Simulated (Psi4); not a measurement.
# CHClNSi (SMILES N#C[SiH]Cl) at 6 levels

We compute a comparison of 6 runs (UHF/3-21G, UBLYP/def2-SVP, ROMP2/6-31G*, UMP2/3ZaPa-NR, UCCSD/3-21G) of CHClNSi. 

Program for the calculation: Psi4 1.11.

3 further runs of the same task are left out: 3 that didn't finish.

### Step 1. The system as given

The species is CHClNSi (5 atoms), meant as a doublet with charge 0. As SMILES, `N#C[SiH]Cl`. The coordinates come from a PBE0-D4/def2-TZVP relaxation.

Bond lengths: N1–C2 1.154 Å, C2–Si3 1.834 Å, Si3–Cl4 2.035 Å, Si3–H5 1.481 Å. Angles: N1–C2–Si3 174.6°, C2–Si3–Cl4 109.0°, C2–Si3–H5 108.9°, Cl4–Si3–H5 110.9°.

### Step 2. Energy and forces at UHF/3-21G (run 1)

The input, job.py:

```python
import psi4

psi4.set_memory('1600 MB')
psi4.set_num_threads(1)
psi4.set_output_file('run.log', False)

m = psi4.geometry("""
0 2
N     -2.58930274     0.24660926    -3.45347449
C     -1.42882192     0.01417295    -1.62138501
Si     0.19917713    -0.58600407     1.37950007
Cl     3.85523027    -1.53200097     0.65573497
H      0.05801459     1.71776105     2.96138981
units bohr
symmetry c1
no_reorient
no_com
""")

options = {'basis': '3-21G', 'reference': 'uhf', 'puream': True, 'e_convergence': 1e-09, 'd_convergence': 1e-08, 'scf_type': 'pk', 'maxiter': 200}
psi4.set_options(options)

energy_value, wavefunction = psi4.gradient("scf", return_wfn=True)
psi4.oeprop(wavefunction, "DIPOLE", "WIBERG_LOWDIN_INDICES", "MAYER_INDICES")
print('gradient / Eh bohr^-1')
print(energy_value.np.round(6))
print(f'energy = {wavefunction.energy():.10f} Eh')
for k, v in sorted(psi4.core.scalar_variables().items()):
    print(f'{k:45s} {v:18.10f}')
```

On the command line:

```bash
$ python job.py
```

run.log:

```text
[...]
  Running in c1 symmetry.
[...]
  Nuclear repulsion =  165.292693062984711
[...]
  Multiplicity = 2
[...]
  Nalpha       = 23
  Nbeta        = 22
[...]
    Number of basis functions: 46
[...]
   @UHF iter   1:  -836.98895250933174   -7.76387e-01   7.14413e-03 DIIS/ADIIS
[...]
   @UHF iter  22:  -837.07640653312467   -2.16005e-12   9.40282e-09 DIIS
[...]
   @S^2 Observed:                8.332482055E-01
[...]
  @UHF Final Energy:  -837.07640653312467
   => Energetics <=
    Nuclear Repulsion Energy =            165.2926930629847107
    One-Electron Energy =               -1484.5444167916114111
    Two-Electron Energy =                 482.1753171955021458
    Total Energy =                       -837.0764065331245547
  UHF NO Occupations:
  HONO-2 :   21  A 1.9867848
  HONO-1 :   22  A 1.9732855
[...]
  -Total Gradient:
     Atom            X                  Y                   Z
    ------   -----------------  -----------------  -----------------
       1       -0.007427854425    -0.000140694071    -0.009288031482
       2        0.013616379639    -0.000536542588     0.015702446946
       3        0.043472807312    -0.014629885812    -0.015926224702
       4       -0.049358420719     0.012871999195     0.008239982931
       5       -0.000302911811     0.002435123281     0.001271826303
[...]
```

The script printed:

```text
gradient / Eh bohr^-1
[[-0.007428 -0.000141 -0.009288]
 [ 0.013616 -0.000537  0.015702]
 [ 0.043473 -0.01463  -0.015926]
 [-0.049358  0.012872  0.00824 ]
 [-0.000303  0.002435  0.001272]]
energy = -837.0764065331 Eh
CURRENT ENERGY                                   -837.0764065331
CURRENT REFERENCE ENERGY                         -837.0764065331
DD SOLVATION ENERGY                                 0.0000000000
HF KINETIC ENERGY                                 836.4017121115
HF POTENTIAL ENERGY                             -1673.4781186447
HF TOTAL ENERGY                                  -837.0764065331
HF VIRIAL RATIO                                     2.0008066631
NUCLEAR REPULSION ENERGY                          165.2926930630
ONE-ELECTRON ENERGY                             -1484.5444167916
PCM POLARIZATION ENERGY                             0.0000000000
PE ENERGY                                           0.0000000000
SCF ITERATION ENERGY                             -837.0764065331
SCF ITERATIONS                                     22.0000000000
SCF TOTAL ENERGY                                 -837.0764065331
TWO-ELECTRON ENERGY                               482.1753171955
```

Run time: 1.1 s. Hardware: 1 thread of AMD EPYC 9R45 (Zen 5), shared host; peak memory 0.18 GiB.

### Step 3. The energy at UBLYP/def2-SVP (run 2)

The input, input.dat:

```
memory 1600 MB

molecule mol {
  0 2
  N     -1.370200     0.130500    -1.827500
  C     -0.756100     0.007500    -0.858000
  Si     0.105400    -0.310100     0.730000
  Cl     2.040100    -0.810700     0.347000
  H      0.030700     0.909000     1.567100
  symmetry c1
}

set {
  basis                def2-SVP
  reference            uks
  puream               true
  e_convergence        1e-09
  d_convergence        1e-08
  scf_type             pk
  dft_radial_points    99
  dft_spherical_points 590
  maxiter              200
}

e_tot = energy('blyp')
print_variables()
```

On the command line:

```bash
$ psi4 -i input.dat -o output.dat -n 1
```

output.dat:

```text
[...]
  Running in c1 symmetry.
[...]
  Nuclear repulsion =  165.292693087771681
[...]
  Multiplicity = 2
[...]
  Nalpha       = 23
  Nbeta        = 22
[...]
    Number of basis functions: 69
[...]
   @UKS iter   1:  -842.52120704868150   -9.49088e-02   9.58319e-03 DIIS/ADIIS
[...]
   @UKS iter  15:  -842.79830217547544   -1.59162e-12   8.33152e-09 DIIS
[...]
   @S^2 Observed:                7.516594212E-01
[...]
  @UKS Final Energy:  -842.79830217547544
   => Energetics <=
    Nuclear Repulsion Energy =            165.2926930877716813
    One-Electron Energy =               -1490.2099455824675260
    Two-Electron Energy =                 543.8883471783735786
    DFT Exchange-Correlation Energy =     -61.7693968591532396
    Empirical Dispersion Energy =           0.0000000000000000
    VV10 Nonlocal Energy =                  0.0000000000000000
    Total Energy =                       -842.7983021754754418
[...]
 Multipole Moments:
 ------------------------------------------------------------------------------------
     Multipole            Electronic (a.u.)      Nuclear  (a.u.)        Total (a.u.)
 ------------------------------------------------------------------------------------
 L = 1.  Multiply by 2.5417464519 to convert [e a0] to [Debye]
 Dipole X            :          2.2215569           -1.8534757            0.3680812
 Dipole Y            :         -1.6863574            1.6027199           -0.0836374
 Dipole Z            :         -0.1537560            1.1734723            1.0197163
 Magnitude           :                                                    1.0873364
[...]
```

Run time: 7.8 s. Hardware: 1 thread of AMD EPYC 9R45 (Zen 5), shared host; peak memory 0.69 GiB.

Runs 3 to 4 aren't shown in full; the table further down has their settings and results.

### Step 4. The energy at UMP2/3ZaPa-NR (density fitting, density fitting for correlation) (run 5)

The input, job.json:

```json
{
 "schema_name": "qcschema_input",
 "schema_version": 1,
 "molecule": {
  "schema_name": "qcschema_molecule",
  "schema_version": 2,
  "symbols": ["N", "C", "Si", "Cl", "H"],
  "geometry": [-2.58930274, 0.24660926, -3.45347449, -1.42882192, 0.01417295, -1.62138501, 0.19917713, -0.58600407, 1.37950007, 3.85523027, -1.53200097, 0.65573497, 0.05801459, 1.71776105, 2.96138981],
  "molecular_charge": 0,
  "molecular_multiplicity": 2
 },
 "driver": "energy",
 "model": {
  "method": "mp2",
  "basis": "3ZaPa-NR"
 },
 "keywords": {
  "reference": "uhf",
  "freeze_core": true,
  "mp2_type": "df"
 }
}
```

On the command line:

```bash
$ psi4 --qcschema job.json -n 1 --memory 1600MB
```

stdout:

```text
[...]
  Running in c1 symmetry.
[...]
  Nuclear repulsion =  165.292693062984711
[...]
  Multiplicity = 2
[...]
  Nalpha       = 23
  Nbeta        = 22
[...]
    Number of basis functions: 192
[...]
   @DF-UHF iter   1:  -841.28066267118720   -8.90793e-01   2.25528e-03 DIIS/ADIIS
[...]
   @DF-UHF iter  23:  -841.42083584091779   -2.29647e-11   8.17106e-09 DIIS
[...]
   @S^2 Observed:                8.023959572E-01
[...]
  @DF-UHF Final Energy:  -841.42083584091779
   => Energetics <=
    Nuclear Repulsion Energy =            165.2926930629847107
    One-Electron Energy =               -1490.0717909589866395
    Two-Electron Energy =                 483.3582620550841966
    Total Energy =                       -841.4208358409177890
  UHF NO Occupations:
  HONO-2 :   21  A 1.9938541
  HONO-1 :   22  A 1.9820957
[...]
 Multipole Moments:
 ------------------------------------------------------------------------------------
     Multipole            Electronic (a.u.)      Nuclear  (a.u.)        Total (a.u.)
 ------------------------------------------------------------------------------------
 L = 1.  Multiply by 2.5417464519 to convert [e a0] to [Debye]
 Dipole X            :          2.1740072           -1.8534757            0.3205315
 Dipole Y            :         -1.6603192            1.6027199           -0.0575993
 Dipole Z            :          0.0193932            1.1734723            1.1928655
 Magnitude           :                                                    1.2365218
[...]
```

The result, in JSON:

```text
{
 "driver": "energy",
 "model": {
  "method": "mp2",
  "basis": "3ZaPa-NR"
 },
 "success": true,
 "return_result": -842.0380460191673,
 "properties": {
  "calcinfo_nbasis": 192,
  "calcinfo_nmo": 192,
  "calcinfo_nalpha": 23,
  "calcinfo_nbeta": 22,
  "calcinfo_natom": 5,
  "nuclear_repulsion_energy": 165.2926930629847,
  "return_energy": -842.0380460191673,
  "scf_one_electron_energy": -1490.0717909589866,
  "scf_two_electron_energy": 483.3582620550842,
  "scf_dipole_moment": [0.3205315028840865, -0.05759931443703259, 1.1928654894023603],
  "scf_total_energy": -841.4208358409178,
  "scf_iterations": 23,
  "mp2_same_spin_correlation_energy": -0.15391447645530698,
  "mp2_opposite_spin_correlation_energy": -0.4632957017942274,
  "mp2_singles_energy": -1.6005265057415845e-24,
  "mp2_doubles_energy": -0.6172101782495344,
  "mp2_correlation_energy": -0.6172101782495344,
  "mp2_total_energy": -842.0380460191673
 }
}
```

Run time: 7.5 s. Hardware: 1 thread of AMD EPYC 9R45 (Zen 5), shared host; peak memory 0.49 GiB.

### Step 5. The energy at UCCSD/3-21G (run 6)

The input, job.py:

```python
import psi4

psi4.set_memory('1600 MB')
psi4.set_num_threads(1)
psi4.set_output_file('run.log', False)

geom = psi4.geometry("""
0 2
N     -2.58930274     0.24660926    -3.45347449
C     -1.42882192     0.01417295    -1.62138501
Si     0.19917713    -0.58600407     1.37950007
Cl     3.85523027    -1.53200097     0.65573497
H      0.05801459     1.71776105     2.96138981
units au
symmetry c1
""")

psi4.set_options({
    'basis': '3-21G',
    'reference': 'uhf',
    'puream': True,
    'e_convergence': 1e-09,
    'd_convergence': 1e-08,
    'scf_type': 'pk',
    'num_frozen_docc': 12,
    'maxiter': 200,
})

e_tot = psi4.energy('ccsd', molecule=geom)
print(f'total energy {e_tot:.8f} hartree = {e_tot * 27.211386:.5f} eV')
for k, v in sorted(psi4.core.scalar_variables().items()):
    print(f'{k:45s} {v:18.10f}')
```

On the command line:

```bash
$ python job.py
```

run.log:

```text
[...]
  Running in c1 symmetry.
[...]
  Nuclear repulsion =  165.292693062984711
[...]
  Multiplicity = 2
[...]
  Nalpha       = 23
  Nbeta        = 22
[...]
    Number of basis functions: 46
[...]
   @UHF iter   1:  -836.98895250933128   -7.76387e-01   7.14413e-03 DIIS/ADIIS
[...]
   @UHF iter  22:  -837.07640653312365   -1.93268e-12   9.40282e-09 DIIS
[...]
   @S^2 Observed:                8.332482055E-01
[...]
  @UHF Final Energy:  -837.07640653312365
   => Energetics <=
    Nuclear Repulsion Energy =            165.2926930629847107
    One-Electron Energy =               -1484.5444167916102742
    Two-Electron Energy =                 482.1753171955019752
    Total Energy =                       -837.0764065331236452
  UHF NO Occupations:
  HONO-2 :   21  A 1.9867848
  HONO-1 :   22  A 1.9732855
[...]
 Multipole Moments:
 ------------------------------------------------------------------------------------
     Multipole            Electronic (a.u.)      Nuclear  (a.u.)        Total (a.u.)
 ------------------------------------------------------------------------------------
 L = 1.  Multiply by 2.5417464519 to convert [e a0] to [Debye]
 Dipole X            :          1.5140778           -1.8534757           -0.3393979
 Dipole Y            :         -1.5871282            1.6027199            0.0155917
 Dipole Z            :          0.0299710            1.1734723            1.2034433
 Magnitude           :                                                    1.2504839
[...]
      * MP2 total energy                      = -837.354755390081891
[...]
      * CCSD total energy                     = -837.375816557552298
```

On the terminal:

```text
total energy -837.37581656 hartree = -22786.15657 eV
CC D1 DIAGNOSTIC                                    0.0000000000
CC D2 DIAGNOSTIC                                    0.0000000000
CC NEW D1 DIAGNOSTIC                                0.0000000000
CC T1 DIAGNOSTIC                                    0.0370555472
CCSD CORRELATION ENERGY                            -0.2994100244
CCSD DOUBLES ENERGY                                -0.2994100244
CCSD ITERATIONS                                    18.0000000000
CCSD OPPOSITE-SPIN CORRELATION ENERGY              -0.2429812904
CCSD SAME-SPIN CORRELATION ENERGY                  -0.0564287340
CCSD SINGLES ENERGY                                 0.0000000000
CCSD TOTAL ENERGY                                -837.3758165576
CURRENT CORRELATION ENERGY                         -0.2994100244
CURRENT ENERGY                                   -837.3758165576
CURRENT REFERENCE ENERGY                         -837.0764065331
DD SOLVATION ENERGY                                 0.0000000000
HF KINETIC ENERGY                                 836.4017121115
HF POTENTIAL ENERGY                             -1673.4781186447
HF TOTAL ENERGY                                  -837.0764065331
HF VIRIAL RATIO                                     2.0008066631
MP2 CORRELATION ENERGY                             -0.2783488570
MP2 DOUBLES ENERGY                                 -0.2783488570
MP2 OPPOSITE-SPIN CORRELATION ENERGY               -0.2076010400
MP2 SAME-SPIN CORRELATION ENERGY                   -0.0707478170
MP2 SINGLES ENERGY                                 -0.0000000000
MP2 TOTAL ENERGY                                 -837.3547553901
NUCLEAR REPULSION ENERGY                          165.2926930630
ONE-ELECTRON ENERGY                             -1484.5444167916
PCM POLARIZATION ENERGY                             0.0000000000
PE ENERGY                                           0.0000000000
SCF ITERATION ENERGY                             -837.0764065331
SCF ITERATIONS                                     22.0000000000
SCF TOTAL ENERGY                                 -837.0764065331
TWO-ELECTRON ENERGY                               482.1753171955
```

Wall time 4.5 s (1 thread of AMD EPYC 9R45 (Zen 5), shared host); peak memory 0.2 GiB.

### Step 6. The series

| run | level | task | properties | energy (Eh) | HOMO energy (eV) | LUMO energy (eV) | ⟨S²⟩ | wall time |
| --- | --- | --- | --- | --- | --- | --- | --- | --- |
| 1 | UHF/3-21G | gradient | (dipole, wiberg, mayer) | -837.076407 | -10.38 | -0.25 | 0.833 | 1.1 s |
| 2 | UBLYP/def2-SVP | energy | – | -842.798302 | -5.72 | -4.41 | 0.752 | 7.8 s |
| 3 | ROMP2/6-31G* (DKH3, Cartesian functions) | energy | – | -843.597755 | – | – | – | 4.8 s |
| 4 | UMP2/3ZaPa-NR (DKH3, density fitting, density fitting for correlation) | energy | – | -843.809257 | -10.37 | -0.01 | 0.802 | 8.1 s |
| 5 | UMP2/3ZaPa-NR (density fitting, density fitting for correlation) | energy | – | -842.038046 | -10.37 | -0.01 | 0.802 | 7.5 s |
| 6 | UCCSD/3-21G | energy | – | -837.375817 | -10.38 | -0.25 | 0.833 | 4.5 s |

### Step 7. Summary of results

| quantity | value |
| --- | --- |
| run 6: total energy | -837.37582 Eh |
| run 6: HOMO energy (Hartree–Fock orbitals) (highest over α and β) | -10.38 eV |
| run 6: LUMO energy (Hartree–Fock orbitals) (lowest over α and β) | -0.25 eV |
| run 6: correlation energy (12 core orbitals frozen) | -299.4 mEh |
| run 6: ⟨S²⟩ of the reference determinant | 0.833 |
| run 6: T1 diagnostic | 0.037 |

**Reading.** Some runs of one species differ in core potentials or relativity; totals across that change don't compare. All runs together took 34 s, the longest 8.1 s.
